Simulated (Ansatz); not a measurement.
# BH4N2Si: the cost of one run

All numbers below are computed with Ansatz 0.2.0 (UKS PBE0/6-31G).

## 1. Starting point

Bond lengths: B1–N2 1.421 Å, N2–Si3 1.589 Å, Si3–N4 1.657 Å, B1–H5 1.166 Å, B1–H6 1.165 Å, N4–H7 1.020 Å, N4–H8 1.020 Å. Angles: B1–N2–Si3 161.4°, N2–B1–H5 120.9°, N2–B1–H6 115.5°, H5–B1–H6 123.5°, N2–Si3–N4 175.4°, Si3–N4–H7 122.9°, Si3–N4–H8 123.8°, H7–N4–H8 113.3°.

Coordinates:

```xyz
8

B    -1.5364    1.6861   -0.1111
N    -0.7312    0.5218   -0.2348
Si    0.4335   -0.5352   -0.0063
N     1.5916   -1.7122    0.1365
H    -1.2623    2.5263    0.6494
H    -2.4649    1.7310   -0.8128
H     2.3565   -1.6584    0.8099
H     1.6133   -2.5593   -0.4308
```

## 2. End point A

Input file input.yaml:

```yaml
crystal:
  periodic: [false, false, false]
  atoms:
    - { symbol: B, position_ang: [-1.5364, 1.68608, -0.11109] }
    - { symbol: "N", position_ang: [-0.73118, 0.52175, -0.23478] }
    - { symbol: Si, position_ang: [0.43348, -0.53517, -0.00635] }
    - { symbol: "N", position_ang: [1.59163, -1.71224, 0.13648] }
    - { symbol: H, position_ang: [-1.26233, 2.52628, 0.64943] }
    - { symbol: H, position_ang: [-2.46493, 1.73103, -0.81279] }
    - { symbol: H, position_ang: [2.35647, -1.65843, 0.80986] }
    - { symbol: H, position_ang: [1.61326, -2.5593, -0.43075] }
total_charge: 1
magnetization:
  spin_polarized: true
basis:
  gaussian: { orbitals: "6-31G" }
hamiltonian:
  xc: pbe0
relax:
  f_tol: 0.02
  max_steps: 50
```

Command:

```console
$ ansatz run input.yaml --threads 1 --pin off --max-ram 2048MiB --backend cpu --events-out ev --progress --plain --runs-dir out
```

What time and memory should one allow on 1 thread of Arm Neoverse N1, shared host?

About 91 s, with a peak of 0.17 GiB.
